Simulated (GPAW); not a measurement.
# Sr2SO in GPAW: convergence with convergence criteria

Sr2SO:

```xyz
4
Lattice="4.0432 0.0000 0.0000 0.0000 4.0432 0.0000 0.0000 0.0000 5.7180" Properties=species:S:1:pos:R:3 pbc="T T T"
Sr    2.0216    2.0216    2.8590
Sr    0.0000    0.0000    0.0000
S     0.0000    0.0000    2.8590
O     2.0216    2.0216    0.0000
```

The cell comes from a database or a generator and needn't be the stable form of this composition.

* Program: GPAW 26.7.0
* Task: convergence study
* Functional: r2SCAN
* Potentials or basis: GPAW PAW data sets (gpaw-data 1.2.1)
* Cutoff: 800 eV
* Basis: pw
* k mesh: 4 × 4 × 3
* Occupations: fermi-dirac, width 0.05 eV
* Spin: no spin polarisation

These are the settings of the first run; the series varies convergence criteria, with any setting tied to it.

Hardware: 1 thread of Arm Neoverse V1, with other jobs on the host.

```csv
convergence criteria,"energy less the tightest run, at zero smearing (meV/atom)",pressure (GPa),gap on the mesh (eV),SCF cycles,CPU time (s),peak memory (GiB)
density=0.001 energy=0.01 eigenstates=0.0001,0.00,-0.75,2.650,8,66,0.31
default,0.00,-0.68,2.658,10,87,0.31
density=1e-05 energy=1e-05,0.00,-0.68,2.658,11,91,0.31
density=1e-05 forces=0.0001,0.00,-0.68,2.658,12,95,0.32
density=1e-06 energy=1e-06 eigenstates=1e-10,0.00,-0.68,2.658,13,110,0.31
```

Against the tightest run, the energy stays within 1 meV/atom from density=0.001 energy=0.01 eigenstates=0.0001 on; the pressure stays within 0.1 GPa from density=0.001 energy=0.01 eigenstates=0.0001 on; the gap on the mesh stays within 0.01 eV from density=0.001 energy=0.01 eigenstates=0.0001 on. The tightest run that finished is the yardstick and may itself not be fully converged.

Caveat, for the tightest run too: the k mesh is coarse; the PAW data sets were made with another functional, which shifts forces and pressure a little; an odd mesh through Γ misses points on the zone boundary, where band edges often lie.
